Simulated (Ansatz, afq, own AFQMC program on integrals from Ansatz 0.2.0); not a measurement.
# H2BrO (doublet): quantum Monte Carlo beside coupled cluster at distance O1–H3 along a hydrogen transfer = 0.960 Å, cc-pVTZ

Aim: compute H2BrO (doublet) with auxiliary-field quantum Monte Carlo on the same integrals as coupled cluster, and set the energies side by side.

Program: Ansatz 0.2.0, Gaussian basis, and an in-house AFQMC program (afq) on its integrals; all values are calculated. Level of theory: cc-pVTZ, frozen cores. These are calculated values, not measurements.

The runs, in order: CCSD(T) on UHF; PBE (unrestricted); CCSD(T) on UHF; CCSD(T) on UHF; r2SCAN (unrestricted); PBE0 (unrestricted); B3LYP (unrestricted); wB97M-V (unrestricted); B2PLYP (unrestricted); Phaseless AFQMC, CISD trial on UHF.

**1. The geometry**

The geometry derives from fragments relaxed apart (PBE0/def2-TZVP) and kept rigid, so it is no stationary point. A hydrogen atom is moved between rigid fragments. No spin-orbit coupling is included. The filled d shell of Br may be among the frozen orbitals whatever the setting's name suggests; the logs give the count.

4 atoms, charge 0, spin multiplicity 2.

Atoms are counted from 1 here; the program's logs count them from 0.

Bond lengths: O1–H2 0.960 Å, O1–H3 0.960 Å. Angles: H2–O1–H3 105.1°.

As a file:

```xyz
4
charge 0, multiplicity 2
O    -0.9663   -0.2316    0.0000
H    -1.2156    0.6949    0.0000
H    -0.0068   -0.2316    0.0000
Br    2.1887   -0.2316    0.0000
```

**2. CCSD(T) on UHF**

File in.yaml:

```yaml
crystal:
  periodic: [false, false, false]
  atoms:
    - {symbol: O, position_ang: [-0.966305, -0.231644, 0.000000]}
    - {symbol: H, position_ang: [-1.215614, 0.694932, 0.000000]}
    - {symbol: H, position_ang: [-0.006776, -0.231644, 0.000000]}
    - {symbol: Br, position_ang: [2.188695, -0.231644, 0.000000]}
basis:
  gaussian: {orbitals: cc-pVTZ}
magnetization: {spin_polarized: true, initial_magnetization: 1}
correlation: {method: ccsd_t, electrons: outside_noble_gas, hamiltonian_folder: ham}
```

On the command line:

```bash
$ ansatz run in.yaml --threads 1 --pin off --events-out ev --progress --plain --max-ram 24576MiB --backend cuda --devices 0, --max-vram 18GiB
```

What it wrote (excerpt; [...] marks lines left out):

```text
Functional definition: HF
  name "HF"
  cite "Fock, Z. Phys. 61, 126 (1930) doi:10.1007/BF01340294"
  parent pbe
[...]
621 factors; integrals over basis functions are off by at most 1.6e-3 eV
[...]
mean field -72069.21011919 eV, -2648.4946216153 hartree, gradient 7.4e-9 eV, S^2 0.758816; 15 other end points of the search recorded, 0 dependent functions left out
determinant -72069.21011919 eV, -2648.4946216153 hartree, with singles and doubles -72080.80660516 eV, -2648.9207846142 hartree
determinant -72069.19481762 eV, -2648.4940592929 hartree, with singles and doubles -72080.78810770 eV, -2648.9201048450 hartree
determinant -72069.10162576 eV, -2648.4906345550 hartree, with singles and doubles -72080.71796593 eV, -2648.9175271825 hartree
determinant -72066.56336665 eV, -2648.3973552533 hartree, with singles and doubles -72077.50241131 eV, -2648.7993577297 hartree
determinant -72066.55792158 eV, -2648.3971551507 hartree, with singles and doubles -72078.45392640 eV, -2648.8343252645 hartree
determinant -72069.21011919 eV, -2648.4946216153 hartree, with singles and doubles -72080.76161209 eV, -2648.9191311491 hartree
determinant -72069.19481762 eV, -2648.4940592929 hartree, with singles and doubles -72080.74331686 eV, -2648.9184588119 hartree
determinant -72069.10162576 eV, -2648.4906345550 hartree, with singles and doubles -72080.67040007 eV, -2648.9157791692 hartree
15 core orbitals not correlated: weight in the atoms' cores, before any rotation towards them, 1.000 or more for the frozen orbitals, at most 0.000 for the correlated occupied ones
reference -72069.21011919 eV, -2648.4946216153 hartree; 8, 7 occupied and 78, 79 virtual orbitals, 621 factors
second order -10.88030906 eV of doubles, -0.00000000 eV of singles
cycle   1  -11.55149395 eV  change   -1.1e-6 eV  update   9.1e-7
perturbative correction -0.34867778 eV, -0.0128136720 hartree
Total energy: -72081.11029092 eV, -2648.9319448600 hartree
```

Wall time 15 s (1 × NVIDIA H100 80GB HBM3 with 1 thread of AMD EPYC 7R13 (Zen 3), shared host); peak host memory 0.78 GiB.

From the report: ⟨S²⟩ of the determinant 0.759 (pure doublet: 0.75); correlation -11.9002 eV; T1 0.008; largest double amplitude 0.04.

This run also writes the integrals to the folder ham.

**3. PBE (unrestricted)**

Edit in.yaml of step 2 so:

```diff
@@ -10,2 +10,3 @@
 magnetization: {spin_polarized: true, initial_magnetization: 1}
-correlation: {method: ccsd_t, electrons: outside_noble_gas, hamiltonian_folder: ham}
+hamiltonian: {xc: {name: PBE}}
+output: {orbitals: {seedname: orbitals}}
```

On the command line:

```bash
$ ansatz run in.yaml --threads 1 --pin off --events-out ev --progress --plain --max-ram 8192MiB --backend cpu
```

What it wrote (excerpt; [...] marks lines left out):

```text
Functional definition: PBE
  name "PBE"
  cite "Perdew, Burke & Ernzerhof, Phys. Rev. Lett. 77, 3865 (1996) doi:10.1103/PhysRevLett.77.3865"
  parent pbe
[...]
661 factors; their error is unknown
[...]
mean field -72114.13535426 eV, -2650.1455935527 hartree, gradient 8.4e-6 eV, S^2 0.751859; 10 other end points of the search recorded, 0 dependent functions left out
reference -72114.13538161 eV, -2650.1455945576 hartree; 23, 22 occupied and 78, 79 virtual orbitals, 661 factors
Total energy: -72114.13538161 eV, -2650.1455945576 hartree
```

Run time: 16 s. Hardware: 1 thread of AMD EPYC 7R13 (Zen 3), shared host; peak memory 0.73 GiB.

From the report: ⟨S²⟩ of the determinant 0.752 (pure doublet: 0.75).

**4. CCSD(T) on UHF**

Edit in.yaml of step 3 so:

```diff
@@ -8,5 +8,4 @@
 basis:
-  gaussian: {orbitals: cc-pVTZ}
+  gaussian: {orbitals: def2-TZVPP}
 magnetization: {spin_polarized: true, initial_magnetization: 1}
-hamiltonian: {xc: {name: PBE}}
-output: {orbitals: {seedname: orbitals}}
+correlation: {method: ccsd_t, electrons: outside_noble_gas}
```

On the command line:

```bash
$ ansatz run in.yaml --threads 1 --pin off --events-out ev --progress --plain --max-ram 24576MiB --backend cuda --devices 0, --max-vram 18GiB
```

What it wrote (excerpt; [...] marks lines left out):

```text
Functional definition: HF
  name "HF"
  cite "Fock, Z. Phys. 61, 126 (1930) doi:10.1007/BF01340294"
  parent pbe
[...]
686 factors; integrals over basis functions are off by at most 1.3e-3 eV
[...]
mean field -72068.07981634 eV, -2648.4530837514 hartree, gradient 1.0e-6 eV, S^2 0.758828; 14 other end points of the search recorded, 0 dependent functions left out
determinant -72068.07981634 eV, -2648.4530837514 hartree, with singles and doubles -72079.68705352 eV, -2648.8796418503 hartree
determinant -72068.06392437 eV, -2648.4524997323 hartree, with singles and doubles -72079.66838603 eV, -2648.8789558326 hartree
determinant -72067.96280568 eV, -2648.4487836889 hartree, with singles and doubles -72079.58564068 eV, -2648.8759149972 hartree
determinant -72065.40722950 eV, -2648.3548679968 hartree, with singles and doubles -72076.34663284 eV, -2648.7568836544 hartree
determinant -72065.40716241 eV, -2648.3548655313 hartree, with singles and doubles -72076.34778275 eV, -2648.7569259129 hartree
determinant -72068.07981634 eV, -2648.4530837514 hartree, with singles and doubles -72079.63733817 eV, -2648.8778148449 hartree
determinant -72068.06392437 eV, -2648.4524997323 hartree, with singles and doubles -72079.61839203 eV, -2648.8771185870 hartree
determinant -72067.96280568 eV, -2648.4487836889 hartree, with singles and doubles -72079.53534867 eV, -2648.8740667998 hartree
15 core orbitals not correlated: weight in the atoms' cores, before any rotation towards them, 1.000 or more for the frozen orbitals, at most 0.000 for the correlated occupied ones
reference -72068.07981634 eV, -2648.4530837514 hartree; 8, 7 occupied and 84, 85 virtual orbitals, 686 factors
second order -10.88991875 eV of doubles, -0.00000000 eV of singles
cycle   1  -11.55752294 eV  change   -1.1e-6 eV  update   8.9e-7
perturbative correction -0.35090590 eV, -0.0128955538 hartree
Total energy: -72079.98824518 eV, -2648.8907104395 hartree
```

Run time: 9 s. Hardware: 1 × NVIDIA H100 80GB HBM3 with 1 thread of AMD EPYC 7R13 (Zen 3), shared host; peak host memory 0.79 GiB.

From the report: ⟨S²⟩ of the determinant 0.759 (pure doublet: 0.75); correlation -11.9084 eV; T1 0.008; largest double amplitude 0.04.

**5. CCSD(T) on UHF**

Edit in.yaml of step 4 so:

```diff
@@ -8,3 +8,3 @@
 basis:
-  gaussian: {orbitals: def2-TZVPP}
+  gaussian: {orbitals: "def2-QZVPP.json"}
 magnetization: {spin_polarized: true, initial_magnetization: 1}
```

Same command.

What it wrote (excerpt; [...] marks lines left out):

```text
Functional definition: HF
  name "HF"
  cite "Fock, Z. Phys. 61, 126 (1930) doi:10.1007/BF01340294"
  parent pbe
[...]
1308 factors; integrals over basis functions are off by at most 1.4e-3 eV
[...]
mean field -72069.54111568 eV, -2648.5067855116 hartree, gradient 1.7e-6 eV, S^2 0.759545; 12 other end points of the search recorded, 0 dependent functions left out
determinant -72069.54111568 eV, -2648.5067855116 hartree, with singles and doubles -72082.17018232 eV, -2648.9708951506 hartree
determinant -72069.52514504 eV, -2648.5061986015 hartree, with singles and doubles -72082.15139619 eV, -2648.9702047728 hartree
determinant -72069.42317963 eV, -2648.5024514417 hartree, with singles and doubles -72082.06268436 eV, -2648.9669446734 hartree
determinant -72069.54111568 eV, -2648.5067855116 hartree, with singles and doubles -72082.01741834 eV, -2648.9652811779 hartree
determinant -72069.52514504 eV, -2648.5061986015 hartree, with singles and doubles -72081.99843288 eV, -2648.9645834751 hartree
determinant -72069.42317963 eV, -2648.5024514417 hartree, with singles and doubles -72081.91004320 eV, -2648.9613352143 hartree
15 core orbitals not correlated: weight in the atoms' cores, before any rotation towards them, 1.000 or more for the frozen orbitals, at most 0.000 for the correlated occupied ones
reference -72069.54111568 eV, -2648.5067855116 hartree; 8, 7 occupied and 183, 184 virtual orbitals, 1308 factors
second order -11.91128966 eV of doubles, -0.00000000 eV of singles
cycle   1  -12.47630462 eV  change   -2.0e-6 eV  update   1.6e-6
perturbative correction -0.42557524 eV, -0.0156396017 hartree
Total energy: -72082.44299554 eV, -2648.9809208515 hartree
```

Wall time 20 s (1 × NVIDIA H100 80GB HBM3 with 1 thread of AMD EPYC 7R13 (Zen 3), shared host); peak host memory 1.1 GiB.

From the report: ⟨S²⟩ of the determinant 0.760 (pure doublet: 0.75); correlation -12.9019 eV; T1 0.009; largest double amplitude 0.04.

**6. r2SCAN (unrestricted)**

Edit in.yaml of step 5 so:

```diff
@@ -8,4 +8,4 @@
 basis:
-  gaussian: {orbitals: "def2-QZVPP.json"}
+  gaussian: {orbitals: cc-pVTZ}
 magnetization: {spin_polarized: true, initial_magnetization: 1}
-correlation: {method: ccsd_t, electrons: outside_noble_gas}
+hamiltonian: {xc: {name: r2SCAN}}
```

On the command line:

```bash
$ ansatz run in.yaml --threads 1 --pin off --events-out ev --progress --plain --max-ram 8192MiB --backend cpu
```

What it wrote (excerpt; [...] marks lines left out):

```text
Functional definition: r2SCAN
  name "r2SCAN"
  cite "Furness, Kaplan, Ning, Perdew & Sun, J. Phys. Chem. Lett. 11, 8208 (2020) doi:10.1021/acs.jpclett.0c02405"
  cite "Furness, Kaplan, Ning, Perdew & Sun, J. Phys. Chem. Lett. 11, 9248 (2020) doi:10.1021/acs.jpclett.0c03077"
  parent r2scan
[...]
661 factors; their error is unknown
[...]
mean field -72125.34922270 eV, -2650.5576956167 hartree, gradient 5.6e-6 eV, S^2 0.753631; 10 other end points of the search recorded, 0 dependent functions left out
reference -72125.34923111 eV, -2650.5576959258 hartree; 23, 22 occupied and 78, 79 virtual orbitals, 661 factors
Total energy: -72125.34923111 eV, -2650.5576959258 hartree
```

Run time: 37 s. Hardware: 1 thread of AMD EPYC 7R13 (Zen 3), shared host; peak memory 0.73 GiB.

From the report: ⟨S²⟩ of the determinant 0.754 (pure doublet: 0.75).

**7. PBE0 (unrestricted)**

Edit in.yaml of step 6 so:

```diff
@@ -10,2 +10,3 @@
 magnetization: {spin_polarized: true, initial_magnetization: 1}
-hamiltonian: {xc: {name: r2SCAN}}
+hamiltonian: {xc: {name: PBE0}}
+output: {orbitals: {seedname: orbitals}}
```

Same command.

What it wrote:

```text
Functional definition: PBE0
  name "PBE0"
  cite "Adamo & Barone, J. Chem. Phys. 110, 6158 (1999) doi:10.1063/1.478522"
  cite "Perdew, Burke & Ernzerhof, Phys. Rev. Lett. 77, 3865 (1996) doi:10.1103/PhysRevLett.77.3865"
  parent pbe
  parameter a = 0.25
  parameter kappa = 0.804
  parameter beta = 0.06672455060314922
  exchange = (1 - a)*pbe_x(kappa = kappa, mu = beta*pi^2/3) + a*exact_x
  correlation = pbe_c(beta = beta)
700 factors; their error is unknown
mean field evaluation 1: about -72111.9275 eV, gradient 3.7e1 eV
mean field evaluation 2: about -72091.9669 eV, gradient 7.3e1 eV
mean field evaluation 4: about -72116.1597 eV, gradient 4.9e0 eV
mean field evaluation 8: about -72116.2468 eV, gradient 3.1e-2 eV
mean field evaluation 16: about -72116.4720 eV, gradient 7.6e-5 eV
mean field evaluation 32: about -72116.3660 eV, gradient 3.8e0 eV
mean field -72116.47197699 eV, -2650.2314628540 hartree, gradient 1.8e-6 eV, S^2 0.753263; 4 other end points of the search recorded, 0 dependent functions left out
reference -72116.47199736 eV, -2650.2314636025 hartree; 23, 22 occupied and 78, 79 virtual orbitals, 700 factors
Total energy: -72116.47199736 eV, -2650.2314636025 hartree
```

It took 8 s on 1 thread of AMD EPYC 7R13 (Zen 3), shared host; peak memory 1.6 GiB.

From the report: ⟨S²⟩ of the determinant 0.753 (pure doublet: 0.75).

**8. B3LYP (unrestricted)**

Edit in.yaml of step 7 so:

```diff
@@ -10,3 +10,2 @@
 magnetization: {spin_polarized: true, initial_magnetization: 1}
-hamiltonian: {xc: {name: PBE0}}
-output: {orbitals: {seedname: orbitals}}
+hamiltonian: {xc: {name: B3LYP}}
```

The command is unchanged.

What it wrote (excerpt; [...] marks lines left out):

```text
Functional definition: B3LYP
  name "B3LYP"
  cite "Stephens, Devlin, Chabalowski & Frisch, J. Phys. Chem. 98, 11623 (1994) doi:10.1021/j100096a001"
  cite "Becke, Phys. Rev. A 38, 3098 (1988) doi:10.1103/PhysRevA.38.3098"
  cite "Lee, Yang & Parr, Phys. Rev. B 37, 785 (1988) doi:10.1103/PhysRevB.37.785"
  cite "Vosko, Wilk & Nusair, Can. J. Phys. 58, 1200 (1980) doi:10.1139/p80-159"
[...]
691 factors; their error is unknown
[...]
mean field -72127.74378396 eV, -2650.6456941199 hartree, gradient 5.0e-6 eV, S^2 0.752405; 3 other end points of the search recorded, 0 dependent functions left out
reference -72127.74397464 eV, -2650.6457011273 hartree; 23, 22 occupied and 78, 79 virtual orbitals, 691 factors
Total energy: -72127.74397464 eV, -2650.6457011273 hartree
```

Run time: 9.5 s. Hardware: 1 thread of AMD EPYC 7R13 (Zen 3), shared host; peak memory 1.6 GiB.

From the report: ⟨S²⟩ of the determinant 0.752 (pure doublet: 0.75).

**9. wB97M-V (unrestricted)**

Edit in.yaml of step 8 so:

```diff
@@ -10,2 +10,3 @@
 magnetization: {spin_polarized: true, initial_magnetization: 1}
-hamiltonian: {xc: {name: B3LYP}}
+hamiltonian: {xc: {name: wB97M-V}}
+output: {orbitals: {seedname: orbitals}}
```

The command is unchanged.

What it wrote (excerpt; [...] marks lines left out):

```text
Functional definition: wB97M-V
  name "wB97M-V"
  cite "Mardirossian & Head-Gordon, J. Chem. Phys. 144, 214110 (2016) doi:10.1063/1.4952647"
  cite "Becke, J. Chem. Phys. 107, 8554 (1997) doi:10.1063/1.475007"
  cite "Vydrov & Van Voorhis, J. Chem. Phys. 133, 244103 (2010) doi:10.1063/1.3521275"
  # Of w^i u^j: cxij and so on, Table III.
[...]
  gx(w, u) = 1 - cx + cx01*u + cx10*w
  gss(w, u) = css00 + css04*u^4 + css10*w + css20*w^2 + css43*w^4*u^3
  gos(w, u) = cos00 + cos10*w + (cos20 + cos21*u)*w^2 + (cos60 + cos61*u)*w^6
[...]
      + integral(e_c_pw_mod_opposite_spin*gos(b97_w_opposite, b97_u_opposite)) + vv10(b, c)
683 factors; their error is unknown
120 factors; integrals over basis functions are off by at most 4.3e-5 eV
[...]
mean field -72122.10185233 eV, -2650.4383569567 hartree, gradient 6.8e-6 eV, S^2 0.752271; 2 other end points of the search recorded, 0 dependent functions left out
reference -72122.10188304 eV, -2650.4383580851 hartree; 23, 22 occupied and 78, 79 virtual orbitals, 683 factors
Total energy: -72122.10188304 eV, -2650.4383580851 hartree
```

Wall time 24 s (1 thread of AMD EPYC 7R13 (Zen 3), shared host); peak memory 1.6 GiB.

From the report: ⟨S²⟩ of the determinant 0.752 (pure doublet: 0.75).

**10. B2PLYP (unrestricted)**

Edit in.yaml of step 9 so:

```diff
@@ -10,3 +10,3 @@
 magnetization: {spin_polarized: true, initial_magnetization: 1}
-hamiltonian: {xc: {name: wB97M-V}}
-output: {orbitals: {seedname: orbitals}}
+hamiltonian: {xc: {name: B2PLYP}}
+correlation: {electrons: outside_noble_gas}
```

Launched as before.

What it wrote (excerpt; [...] marks lines left out):

```text
Functional definition: B2PLYP
  name "B2PLYP"
  cite "Grimme, J. Chem. Phys. 124, 034108 (2006) doi:10.1063/1.2148954"
  cite "Becke, Phys. Rev. A 38, 3098 (1988) doi:10.1103/PhysRevA.38.3098"
  cite "Lee, Yang & Parr, Phys. Rev. B 37, 785 (1988) doi:10.1103/PhysRevB.37.785"
[...]
621 factors; integrals over basis functions are off by at most 1.6e-3 eV
[...]
mean field -72110.62772907 eV, -2650.0166907044 hartree, gradient 5.1e-9 eV, S^2 0.754308; 5 other end points of the search recorded, 0 dependent functions left out
15 core orbitals not correlated: weight in the atoms' cores, before any rotation towards them, 1.000 or more for the frozen orbitals, at most 0.000 for the correlated occupied ones
reference -72110.62784919 eV, -2650.0166951187 hartree; 8, 7 occupied and 78, 79 virtual orbitals, 621 factors
second order -12.97864842 eV of doubles, -0.00000000 eV of singles
Total energy: -72114.13208427 eV, -2650.1454733824 hartree
```

Wall time 19 s (1 thread of AMD EPYC 7R13 (Zen 3), shared host); peak memory 1.6 GiB.

From the report: ⟨S²⟩ of the determinant 0.754 (pure doublet: 0.75).

**11. Phaseless AFQMC, CISD trial on UHF**

It reads the integrals that the CCSD(T) run on this determinant wrote.

On the command line:

```bash
$ afq ham --method phaseless --trial cisd --walkers 1400 --populations 20 --least-time 60 --time-step 0.005 --steps-per-block 50 --equilibration-blocks 28 --max-blocks 4000 --target-error 0.00023 --factor-cut 1e-05 --start spin_pure --seed 232 --release-times 0.24,0.51,0.99,1.5 --release-step 0.03 --release-every 4 --taylor-order 6
```

What it wrote:

```text
orbitals 86  electrons 8 7  factors 555 of 621
reference energy -2648.49462162 Eh
CCSD correlation -0.42450953 Eh in 12 cycles, weight of the determinant in the CISD state 0.8804
energy of the start -2648.918670 Eh
 block  time / (1/Eh)  mean weight  energy / Eh
     1     0.250  0.9988  -2648.914138
     2     0.500  1.0003  -2648.921324
     3     0.750  0.9998  -2648.924233
     4     1.000  1.0003  -2648.925827
     5     1.250  1.0003  -2648.928481
     6     1.500  0.9998  -2648.930580
     7     1.750  1.0005  -2648.931870
     8     2.000  1.0005  -2648.933400
     9     2.250  0.9994  -2648.931571
    10     2.500  0.9997  -2648.933460
    13     3.250  1.0002  -2648.931566
    16     4.000  1.0003  -2648.931351
    19     4.750  1.0003  -2648.933311
    22     5.500  1.0004  -2648.930362
    25     6.250  1.0013  -2648.934265
    28     7.000  1.0004  -2648.931343
    31     7.750  0.9998  -2648.936914
    34     8.500  0.9995  -2648.932355
    37     9.250  1.0000  -2648.934275
    40    10.000  0.9998  -2648.933862
    43    10.750  0.9995  -2648.930548
    46    11.500  0.9995  -2648.934496
    49    12.250  1.0002  -2648.933180
    52    13.000  0.9997  -2648.931008
    55    13.750  1.0009  -2648.933055
    58    14.500  1.0000  -2648.931997
    61    15.250  0.9997  -2648.931445
    64    16.000  1.0000  -2648.930487
    67    16.750  0.9999  -2648.932786
    70    17.500  1.0000  -2648.931039
    73    18.250  1.0002  -2648.934160
    76    19.000  0.9998  -2648.933402
    79    19.750  1.0000  -2648.932791
    82    20.500  1.0005  -2648.930938
    85    21.250  1.0014  -2648.932477
    88    22.000  1.0004  -2648.932046
    91    22.750  1.0002  -2648.932815
    94    23.500  0.9998  -2648.931100
    97    24.250  1.0003  -2648.931327
   100    25.000  0.9995  -2648.933040
   103    25.750  0.9999  -2648.934664
   106    26.500  0.9995  -2648.932418
   109    27.250  1.0014  -2648.933811
   112    28.000  1.0000  -2648.932731
   115    28.750  1.0004  -2648.931073
   118    29.500  1.0004  -2648.932474
   121    30.250  0.9997  -2648.931889
   124    31.000  1.0005  -2648.930744
   127    31.750  1.0007  -2648.931465
   130    32.500  1.0008  -2648.932565
   133    33.250  0.9999  -2648.932450
   136    34.000  1.0000  -2648.930106
   139    34.750  0.9991  -2648.930753
   142    35.500  1.0001  -2648.931689
   145    36.250  1.0000  -2648.935238
   148    37.000  0.9987  -2648.930363
error from the spread of 20 populations
released: time / (1/Eh)  energy / Eh  error  mean overlap
  0.24  -2648.932870  0.000157  0.9934
  0.51  -2648.932629  0.000210  0.9956
  0.99  -2648.932840  0.000183  0.9927
  1.50  -2648.933200  0.000366  0.9892
energy -2648.932271 +/- 0.000228 Eh
```

Run time: 2.2 min. Hardware: 1 × NVIDIA H100 80GB HBM3 with 2 threads of AMD EPYC 7R13 (Zen 3), shared host; peak host memory 1.6 GiB.

Energy -72081.1192 ± 0.0062 eV. Caveats: constraint bias not in the error.

**12. AFQMC on the ladder**

On the UHF determinant, counted from CCSD(T) (a yardstick, not exact):

| level | energy (eV) | from CCSD(T) (meV) | statistical error (meV) | time |
| --- | --- | --- | --- | --- |
| HF | -72069.2101 | +11900.2 |  |  |
| MP2 | -72080.0904 | +1019.9 |  |  |
| CCSD | -72080.7616 | +348.7 |  |  |
| CCSD(T) | -72081.1103 | 0.0 |  |  |
| Phaseless AFQMC, CISD trial, step 0.005, 1400 walkers | -72081.1192 | -8.9 | 6.2 | 2.2 min |

The functionals' totals stand on their own zeros and serve differences with other points: PBE -72114.135 eV; r2SCAN -72125.349 eV; PBE0 -72116.472 eV; B3LYP -72127.744 eV; wB97M-V -72122.102 eV; B2PLYP -72114.132 eV.

**13. Summary of results**

| quantity | value |
| --- | --- |
| Phaseless AFQMC, CISD trial on UHF from CCSD(T) | -8.9 ± 6.2 meV |

In words: On UHF the phaseless walk with the CISD trial lies -8.9 meV from CCSD(T), within three error bars. Error bars are statistical and leave out the constraint, the time step and what remains of the start.
